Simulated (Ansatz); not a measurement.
# BiS in Ansatz: the effect of strain

The system is BiS.

```
Bi S
1.0
     2.13036    1.22997    3.50049
    -2.13036    1.22997    3.50049
     0.00000   -2.45993    3.50049
Bi S
1 1
Cartesian
  0.0000 0.0000 0.0000
  0.0000 0.0000 5.2507
```

The cell was built by a generator and needn't be a form met in nature.

The cell isn't the ideal one: strained by +1 %.

Alike in all runs:

```yaml
Program: Ansatz 0.2.0
Task: single point
Functional: PBE
Potentials_or_basis: Ansatz PAW
Cutoff: "420 eV (not typed: the program's choice for these potentials)"
k_mesh: 8 × 8 × 8
Occupations: fermi-dirac, width 0.05 eV
Spin: no spin polarisation
```

| strain | pressure (GPa) |
| --- | --- |
| 0.01 | -2.4 |
| 0.02 | ? |
| 0.04 | -5.0 |

Q: What does the run with strain 0.02 give?

A: Pressure -3.3 GPa.
